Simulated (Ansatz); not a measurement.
# C2H6Al2: one species, many methods

The task here is to estimate one member of a computed series from the others.

The runs use Ansatz 0.2.0, Gaussian basis; functionals in def2-TZVPP, the program's frozen cores in correlated methods.

Levels to be run: LDA (SPW92), PBE-D4, revPBE-D4, BLYP-D4, r2SCAN-D4, B97M-V, PBE0-D4, B3LYP-D4, r2SCANh-D4, r2SCAN0-D4, HSE06-D4, BHLYP-D4, CAM-B3LYP-D4, LC-ωPBE, ωB97X-V, ωB97M-V, B2PLYP, PBE-QIDH; CCSD(T)/def2-SVP; CCSD(T)/def2-TZVPP; MP2/def2-QZVPP; extrapolation to the limit; RPA on PBE.

**Structure used throughout**

All runs share one geometry, relaxed beforehand with PBE0-D4 in a triple-zeta def2 set.

10 atoms, charge 0, spin multiplicity 1.

Atoms are counted from 1 here; the program's logs count them from 0.

Bond lengths: Al1–C2 1.863 Å, Al1–Al4 2.528 Å, Al1–H5 1.571 Å, Al1–H6 1.745 Å, C2–C3 1.520 Å, C2–H7 1.088 Å, C3–Al4 1.936 Å, C3–H8 1.090 Å, C3–H9 1.086 Å, Al4–H6 1.775 Å, Al4–H10 1.574 Å. Angles: C2–Al1–Al4 54.3°, C2–Al1–H5 149.0°, C2–Al1–H6 94.1°, Al4–Al1–H5 147.8°, Al4–Al1–H6 44.6°, H5–Al1–H6 116.1°, Al1–C2–C3 120.8°, Al1–C2–H7 122.0°, C3–C2–H7 117.2°, C2–C3–Al4 73.3°, C2–C3–H8 113.9°, C2–C3–H9 117.4°, Al4–C3–H8 114.5°, Al4–C3–H9 122.3°, H8–C3–H9 110.7° and more.

The first run:

Input file in.yaml:

```yaml
crystal:
  periodic: [false, false, false]
  atoms:
    - {symbol: Al, position_ang: [-1.286956, 0.968848, -0.497554]}
    - {symbol: C, position_ang: [-0.601224, -0.721231, -0.116452]}
    - {symbol: C, position_ang: [0.447058, -0.909599, 0.967583]}
    - {symbol: Al, position_ang: [1.163494, 0.386841, -0.278637]}
    - {symbol: H, position_ang: [-2.386813, 1.850403, -1.191399]}
    - {symbol: H, position_ang: [0.147412, 1.808543, 0.034796]}
    - {symbol: H, position_ang: [-0.920489, -1.608328, -0.659754]}
    - {symbol: H, position_ang: [0.938523, -1.882604, 0.941416]}
    - {symbol: H, position_ang: [0.168813, -0.646419, 1.983791]}
    - {symbol: H, position_ang: [2.413482, 0.702346, -1.180890]}
basis:
  gaussian: {orbitals: def2-TZVPP}
hamiltonian: {xc: lda}
output: {orbitals: {seedname: orbitals}}
```

Command:

```bash
ansatz run in.yaml --threads 2 --pin off --events-out ev --progress --plain --max-ram 4352MiB
```

Steps of the session up to this table: LDA; PBE-D4 (GGA); revPBE-D4 (GGA); BLYP-D4 (GGA); r2SCAN-D4 (meta-GGA); B97M-V (meta-GGA); B3LYP-D4 (hybrid); r2SCANh-D4 (hybrid); r2SCAN0-D4 (hybrid); HSE06-D4 (hybrid); BHLYP-D4 (hybrid); CAM-B3LYP-D4 (range-separated); LC-ωPBE (range-separated); ωB97X-V (range-separated); ωB97M-V (range-separated); B2PLYP (double hybrid); PBE-QIDH (double hybrid).

One table of the session follows, with a row left open; its other results are not shown here.

It belongs to the step «Frontier levels by functional». 

```
  functional  HOMO (eV)  LUMO (eV)  gap (eV)
 LDA (SPW92)      -4.96      -2.34      2.62
      PBE-D4      -4.81      -2.13      2.68
   revPBE-D4      -4.75      -2.04      2.71
     BLYP-D4      -4.62      -1.98      2.64
   r2SCAN-D4      -4.93      -1.89      3.04
      B97M-V      -4.95      -1.96      2.99
     PBE0-D4      -5.68      -1.39      4.29
    B3LYP-D4      -5.47      -1.55      3.92
  r2SCANh-D4          ?          ?         ?
  r2SCAN0-D4      -5.76      -1.25      4.51
    HSE06-D4      -5.29      -1.76      3.53
    BHLYP-D4      -6.39      -0.57      5.82
CAM-B3LYP-D4      -6.80      -0.42      6.38
     LC-ωPBE      -8.03       0.58      8.61
     ωB97X-V      -7.73       0.50      8.23
     ωB97M-V      -7.63       0.27      7.90
```

**Question.** Estimate the row for r2SCANh-D4.

Worked estimate for «HOMO (eV)». Against the share of exact exchange, r2SCAN-D4 (0, -4.93), r2SCAN0-D4 (0.25, -5.76) give a slope of -3.32 per unit share; at 0.1 the line stands at -5.26.

As computed: HOMO (eV): -5.26; LUMO (eV): -1.63; gap (eV): 3.63. In «HOMO (eV)» the line misses by 0.00.
